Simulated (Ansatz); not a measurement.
Working through an atomisation energy of BH8PSi2, SMILES BP([SiH3])[SiH3]

With Ansatz 0.2.0, Python API.

The script reads `bh8psi2.xyz`:
```text
12

B    -0.07630    1.88230    0.02690
P    -0.13280    0.33090    1.17650
Si    1.62220   -0.66070    0.26880
Si   -1.59680   -0.74720   -0.07780
H     0.92580    2.19880   -0.51320
H    -1.01000    2.60380   -0.02320
H     1.66980   -2.06310    0.70760
H     2.84710    0.03010    0.69780
H     1.52660   -0.61130   -1.19820
H    -2.92220   -0.13130    0.08310
H    -1.19810   -0.67780   -1.49190
H    -1.65530   -2.15460    0.34350
```

Interactive session:
```pycon
>>> from collections import Counter
>>> import ansatz as az
>>> def single_point(molecule, charge=0, unpaired=0):
...     calc = molecule.calculation().basis(gaussian="def2-SVP").functional("hf")
...     if charge:
...         calc = calc.charge(charge)
...     if unpaired:
...         calc = calc.spin("collinear", total=unpaired)
...     return calc.run(threads=1, pin="off").report["free_energy_ev"]
...
>>> molecule = az.Crystal.molecule_from_extxyz("bh8psi2.xyz")
>>> unpaired = {"B": 1, "P": 3, "Si": 2, "H": 1}
>>> counts = Counter(site.symbol for site in molecule.cartesian_sites)
>>> atom_energy = {s: single_point(az.Crystal.molecule().atom(s, (0, 0, 0)), 0, unpaired[s]) for s in counts}
>>> whole = single_point(molecule, 0, 0)
>>> for s, e in atom_energy.items():
...     print(f"{s:2s} x{counts[s]}  {e:14.5f} eV")
...
B  x1      -666.69406 eV
P  x1     -9268.12862 eV
Si x2     -7857.37291 eV
H  x8       -13.58606 eV
>>> print(f"BH8PSi2: {whole:.5f} eV")
BH8PSi2: -25786.00458 eV
>>> split = sum(counts[s] * e for s, e in atom_energy.items()) - whole
>>> print(f"atomisation energy (no zero-point term): {split:.3f} eV, {split / sum(counts.values()):.3f} eV an atom")
atomisation energy (no zero-point term): 27.748 eV, 2.312 eV an atom
```

27.748 eV from the electronic energies, without the zero-point term.

Notes:
- Total energies depend on the basis set; only differences at equal settings carry meaning.
- The geometry is a force-field or estimated start, not a minimum of this method, and the basis set is short of its limit. All parts are taken at fixed geometry, without zero-point energy.
- Hartree-Fock leaves correlation out, so bond, atomisation and ionisation energies come out well too low.
- Hardware and time: 2.2 s on 1 thread of Arm Neoverse V1 (shared host), peak memory 0.25 GiB.
